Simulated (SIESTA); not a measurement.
LiO8 under changes of volume

One of the cells (13.086 Å³/atom); the others are scaled copies at fixed shape and fractional positions:

```
O Li
1.0
     4.47702    0.00000    0.00000
     1.89850    5.19004    0.00000
     1.73398    1.35979    5.06850
O Li
8 1
Direct
  0.14763 0.19470 0.11311
  0.85956 0.83604 0.86462
  0.83780 0.26585 0.18572
  0.16362 0.77257 0.81058
  0.12427 0.68747 0.24815
  0.82279 0.76003 0.26953
  0.85397 0.26203 0.77095
  0.15548 0.19859 0.74019
  0.45156 0.42748 0.03285
```

The cell comes from a database or a generator and needn't be the stable form of this composition.

| Item | Value |
| --- | --- |
| Program | SIESTA 5.4.2 |
| Functional | LDA |
| Potentials or basis | PseudoDojo 0.4 standard (LDA files) |
| Basis | DZP (energy shift 0.003 Ry; two zetas on semicore shells) |
| Grid cutoff | 800 Ry |
| Energy shift | 0.003 Ry |
| k mesh | 5 × 4 × 4 |
| Occupations | fermi-dirac, width 0.05 eV |
| Spin | no spin polarisation |

```csv
volume (Å³/atom),energy over the lowest point (meV/atom),pressure (GPa),largest force (eV/Å)
12.301,0.00,-1.5,1.463
12.562,4.04,-3.4,0.865
12.824,11.04,-5.1,0.468
13.086,20.69,-6.6,0.915
13.347,32.71,-8.0,1.349
13.609,46.86,-9.2,1.756
13.871,?,?,?
```

Question: What does the run at 13.871 Å³/atom give?

Answer: Energy over the lowest point 62.92 meV/atom; pressure -10.4 GPa; largest force 2.137 eV/Å.

Worked out: A Birch-Murnaghan fit of order 3 (a polynomial in V^(-2/3)) to the other rows has its minimum at 12.11 Å³/atom, just outside them, with B0 = V·E''(V) = 101 GPa and B' = 4.1 at fixed shape and positions, which overstates the stiffness. It gives 62.94 meV/atom at 13.871 Å³/atom, against the run's 62.92, and -dE/dV = -10.4 GPa, against -10.4.

Energies are extrapolated to zero smearing.

Caveats: the basis of atomic orbitals isn't converged, which shifts pressures, moduli and gaps; an odd number of electrons without spin polarisation forces a metal; a magnetic or distorted state may lie lower.
